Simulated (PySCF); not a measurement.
# CH8GePSi: the cost of one run

Computed with PySCF 2.14.0 and routines of our own; the level stands in each step. Atoms count from 0.

1 further run of the same task is left out (it didn't finish).

### Step 1. The starting structure

12 atoms, charge 0, multiplicity 2; geometry from: GFN2-xTB.

### Step 2. Open-shell or spin-flip excitations: unrestricted TDDFT PBE0/def2-SVPD

The job: settings as JSON, then the geometry in Å.

```
{"job": {"kind": "uabs", "xc": "PBE0", "basis": "def2-SVPD", "nstates": 10, "tda": false}, "charge": 0, "multiplicity": 2}
Si    -1.643218     0.680131     0.039663
C     -0.792445    -1.009852    -0.134003
Ge     1.112680    -0.986657     0.546281
P      2.211800     0.831121    -0.437206
H     -3.046140     0.519653    -0.366345
H     -0.981419     1.645457    -0.841742
H     -1.589315     1.128979     1.431335
H     -1.346043    -1.764275     0.423603
H     -0.786824    -1.327205    -1.177274
H      0.901555    -0.419279     2.015011
H      2.508038     0.178201    -1.626875
H      3.452529     0.523043     0.101523
```

With the program's defaults for keys left out, this is: unrestricted TDDFT PBE0/def2-SVPD, vertical, gas phase, core orbitals frozen in the response.

On the command line:

```console
> OMP_NUM_THREADS=1 python excited_run.py task.json out
```

One launch serves the whole session: the jobs run in the order shown.

**Question.** How long does this first job take on 1 thread of Intel Xeon at 2.50GHz, shared host, and how much memory does it need?

About 2.2 min, with a peak of 0.6 GiB.
